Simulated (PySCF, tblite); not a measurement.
**C6H8Cl2OSi: geometry, infrared bands and NMR shifts**

Wanted: the infrared bands and NMR shifts of C6H8Cl2OSi (`CC(=O)[Si@@H](Cl)C1=C(Cl)CC1`), by calculation.

The runs use tblite 0.8.0 and PySCF 2.14.0, with density-fitted response routines of our own; the level of theory stands in each step. All values are computed, except where a source is named. Atoms count from 0, in the outputs and in this text.

## 1. Starting geometry

18 atoms, charge 0, multiplicity 1; geometry from: force field or distance geometry start.

Bonds of the start (Å): C0–C1 1.51, C1–O2 1.22, C1–Si3 1.88, Si3–Cl4 2.07, Si3–C5 1.89, C5–C6 1.35, C6–Cl7 1.77, C6–C8 1.51, C8–C9 1.54, C9–C5 1.52, C0–H10 1.09, C0–H11 1.09, C0–H12 1.11, Si3–H13 1.49, C8–H14 1.10, C8–H15 1.11, C9–H16 1.09, C9–H17 1.09.

## 2. Relaxing the molecule with GFN2-xTB

Job settings and geometry (Å):

```
{"job": {"kind": "relax", "xc": "GFN2-xTB", "basis": "xTB"}, "charge": 0, "multiplicity": 1}
C      2.962000     0.567700     0.129200
C      2.198700    -0.426500    -0.707500
O      2.562000    -0.777600    -1.819400
Si     0.684700    -1.258900     0.024600
Cl     0.909700    -1.546500     2.066500
C     -0.908000    -0.250800    -0.023300
C     -1.205900     1.018000    -0.375200
Cl    -0.251500     2.390200    -0.962100
C     -2.677000     0.844500    -0.064400
C     -2.339800    -0.600700     0.330500
H      3.559500     1.195000    -0.530500
H      3.605500     0.047700     0.835200
H      2.262900     1.226000     0.685100
H      0.422700    -2.619400    -0.531100
H     -3.366600     0.943500    -0.916900
H     -3.077500     1.458300     0.768000
H     -2.812700    -1.358200    -0.296800
H     -2.537400    -0.846100     1.376300
```

Run with:

```
OMP_NUM_THREADS=1 python probes_run.py task.json out
```

One launch serves the whole session: the jobs run in the order shown.

**Question.** This job is followed by: GFN2-xTB harmonic vibrations, gas phase; GIAO PBE0/pcSseg-1 NMR shielding, non-relativistic, gas phase. What will the session give for the following? strongest single infrared mode (GFN2-xTB); zero-point energy (GFN2-xTB); ¹³C shifts against TMS (PBE0/pcSseg-1); ¹H shifts against TMS (PBE0/pcSseg-1, means over atoms taken as alike); ¹⁷O shifts against H2O (PBE0/pcSseg-1); ²⁹Si shifts against TMS (PBE0/pcSseg-1); ³⁵Cl shifts against HCl (PBE0/pcSseg-1).

**Answer**, as computed:

```
                                                              quantity                                      value
                             strongest single infrared mode (GFN2-xTB)                       631 cm⁻¹, 388 km/mol
                                          zero-point energy (GFN2-xTB)                              76.9 kcal/mol
                                ¹³C shifts against TMS (PBE0/pcSseg-1)  239.6, 160.6, 148.3, 42.3, 38.0, 28.6 ppm
¹H shifts against TMS (PBE0/pcSseg-1, means over atoms taken as alike)     4.91, 2.95, 2.95, 2.67, 2.66, 2.43 ppm
                                ¹⁷O shifts against H2O (PBE0/pcSseg-1)                                  850.6 ppm
                               ²⁹Si shifts against TMS (PBE0/pcSseg-1)                                  -44.9 ppm
                               ³⁵Cl shifts against HCl (PBE0/pcSseg-1)                               274, -32 ppm
```

What this shows: Over 156 steps the energy fell by 0.264 eV; of the close pairs, C6–Cl7 changed most, 1.772 to 1.701 Å. No mode is imaginary among the 48: a minimum at this level. The strongest single mode, at 631 cm⁻¹, moves mainly H13. Unscaled tight-binding wavenumbers are off by several per cent, some by more. Its intensities can rank the bands wrongly. At PBE0/pcSseg-1: The widest tensor belongs to O2: span 1717 ppm, with a paramagnetic part of -912 ppm.
